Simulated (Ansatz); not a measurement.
# C2H4AlFS: up Jacob's ladder to CCSD(T)

Aim: compute C2H4AlFS with functionals from several rungs and with coupled cluster, and see how far each lands from CCSD(T) at the basis-set limit for the atomisation energy.

The runs use Ansatz 0.2.0, Gaussian basis; functionals in def2-TZVPP, the program's frozen cores in correlated methods.

Plan: PBE-D4, r2SCAN-D4, PBE0-D4, B3LYP-D4, ωB97X-V, ωB97M-V, B2PLYP; CCSD(T)/def2-TZVPP; MP2/def2-QZVPP; extrapolation to the limit.

**1. Structure used throughout**

All runs share one geometry, relaxed beforehand with PBE0-D4 in a triple-zeta def2 set.

9 atoms, charge 0, spin multiplicity 1.

Atoms are counted from 1 here; the program's logs count them from 0.

Bond lengths: F1–C2 1.494 Å, F1–Al3 1.953 Å, C2–Al3 1.995 Å, C2–C4 1.428 Å, C2–H6 1.088 Å, Al3–H7 1.577 Å, Al3–H8 1.572 Å, C4–S5 1.619 Å, C4–H9 1.096 Å. Angles: C2–F1–Al3 69.2°, F1–C2–Al3 66.3°, F1–C2–C4 112.6°, F1–C2–H6 106.2°, Al3–C2–C4 121.3°, Al3–C2–H6 118.6°, C4–C2–H6 117.3°, F1–Al3–C2 44.5°, F1–Al3–H7 108.0°, F1–Al3–H8 111.3°, C2–Al3–H7 115.6°, C2–Al3–H8 116.5°, H7–Al3–H8 127.7°, C2–C4–S5 128.9°, C2–C4–H9 110.4°, S5–C4–H9 120.6°.

**2. PBE-D4 (GGA)**

Input file in.yaml:

```yaml
crystal:
  periodic: [false, false, false]
  atoms:
    - {symbol: F, position_ang: [0.310646, -0.069285, -1.379624]}
    - {symbol: C, position_ang: [0.326784, 0.585102, -0.036754]}
    - {symbol: Al, position_ang: [0.736471, -1.366316, 0.017376]}
    - {symbol: C, position_ang: [-0.954758, 1.085821, 0.346476]}
    - {symbol: S, position_ang: [-2.393436, 0.841743, -0.353707]}
    - {symbol: H, position_ang: [1.154208, 1.291676, -0.052404]}
    - {symbol: H, position_ang: [2.260646, -1.747835, -0.120977]}
    - {symbol: H, position_ang: [-0.474978, -2.331464, 0.287767]}
    - {symbol: H, position_ang: [-0.876983, 1.664257, 1.274648]}
basis:
  gaussian: {orbitals: def2-TZVPP}
hamiltonian: {xc: pbe, dispersion: d4}
output: {forces: true, orbitals: {seedname: orbitals}}
```

Run with:

```console
$ ansatz run in.yaml --threads 4 --pin off --events-out ev --progress --plain --max-ram 10444MiB
```

Further steps of the session: r2SCAN-D4 (meta-GGA); PBE0-D4 (hybrid); B3LYP-D4 (hybrid); ωB97X-V (range-separated); ωB97M-V (range-separated); B2PLYP (double hybrid); CCSD(T) in def2-TZVPP; MP2 in def2-QZVPP.

**Question.** What will the summary of the whole plan be? Wanted: atomisation energy, CCSD(T)/CBS; farthest; mean size of error, hybrid; mean size of error, range-separated; gap, smallest and largest; T1 diagnostic; triples share of the correlation energy.

**Answer**, as computed:

| quantity | value |
| --- | --- |
| atomisation energy, CCSD(T)/CBS | 731.8 kcal/mol |
| functionals within 3.7 kcal/mol (0.5 %) | PBE0-D4, B3LYP-D4, ωB97X-V |
| farthest | PBE-D4 (+22.3 kcal/mol) |
| mean size of error, hybrid | 1.3 kcal/mol |
| mean size of error, range-separated | 3.9 kcal/mol |
| gap, smallest and largest | 2.30 eV (PBE-D4), 8.92 eV (ωB97X-V) |
| T1 diagnostic | 0.0162 |
| triples share of the correlation energy | 4.2 % |

What this shows: PBE-D4 misses by +22.3 kcal/mol. Double hybrids carry the basis error of their MP2 part in triple zeta, and no dispersion term here, so their miss is partly the set-up's. The reference freezes the cores and leaves out relativity and excitations past (T), so misses under about 3.7 kcal/mol can't be ranked. Hartree-Fock recovers 70 % of the binding; the rest is correlation. Orbital gaps span 2.3 to 8.9 eV; exact exchange widens them. The restricted reference is unstable towards a spin-broken one.
